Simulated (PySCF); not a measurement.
# Cu: excitation energy in ANO-RCC-VTZP

Each state of copper is computed at each level; their differences give the excitation energy. How far do the methods differ?

Method: unrestricted determinants in a Gaussian basis, no spin-orbit coupling in the energies. Code: PySCF 2.14.0.

## 1. The system

| Item | Value |
| --- | --- |
| Element | copper (Z = 29) |
| Basis | ANO-RCC-VTZP (6s5p3d2f1g, 59 functions) |
| Hamiltonian | scalar relativity by spin-free X2C-1e |
| State 1 | Cu: [Ar] 3d9 4s1 4p1, one real determinant (an excited configuration) |
| Needed too, but not shown | Cu [Ar] 3d10 4s1 (2S) |
| Methods | CCSD(T) |
| Core shells frozen in the correlated runs | valence: [Ar] (for Cu) |

The outer shells:

Cu [Ar] 3d9 4s1 4p1
```
[Ar] core
3d [↑↓][↑↓][↑↓][↑↓][↑ ]
4s [↑ ]
4p [↑ ][  ][  ]
```

The runs were made by one driver on top of PySCF. The scripts below sum up each run's settings (the driver also hands on starting orbitals that pick excited configurations, and frozen orbitals as a list rather than a count), and the logs come from the driver's own runs. The driver starts from symmetry-adapted Hartree-Fock orbitals, holds the occupation by maximum overlap and uses a logarithmic radial grid for functionals, so a plain start would take other cycles.

The integrals over 59 functions and the set-up took 6.1 s of CPU time.

## 2. Cu [Ar] 3d9 4s1 4p1: CCSD(T) (valence)

#### CCSD(T) (valence)

File input.py:

```python
from pyscf import gto, scf, dft, mp, cc
import basis_set_exchange as bse
mol = gto.M(atom="Cu 0 0 0", charge=0, spin=3, symmetry="D2h",
            basis=gto.basis.parse(bse.get_basis("ANO-RCC-VTZP", elements=["Cu"], fmt="nwchem")),
            nucmod="G")
mf = scf.UHF(mol).sfx2c1e()
mf.irrep_nelec = {'Ag': (6, 4), 'B1g': (1, 1), 'B2g': (1, 1), 'B3g': (1, 1), 'B1u': (3, 2), 'B2u': (2, 2), 'B3u': (2, 2)}
mf.kernel()
mycc = cc.CCSD(mf, frozen=9).run()
mycc.ccsd_t()
```

What does the calculation give?

The runs gave:

```
                                quantity                                  value
excitation energy, Cu → [Ar] 3d9 4s1 4p1  UHF 2.231, CCSD(T) (valence) 4.928 eV
```

Each level's miss (mean over 1 difference):

```tsv
method	mean absolute miss against CCSD(T) (valence) (eV)
UHF	2.698
MP2 (valence)	0.846
SCS-MP2 (valence)	0.497
CCSD (valence)	0.262
CCSD(T) (valence)	0.000
```

What this shows: The methods span 3.543 eV, from UHF (2.231) to MP2 (valence) (5.774). No reference value is at hand in this session. All values hold for this basis alone; no basis-set limit was taken.
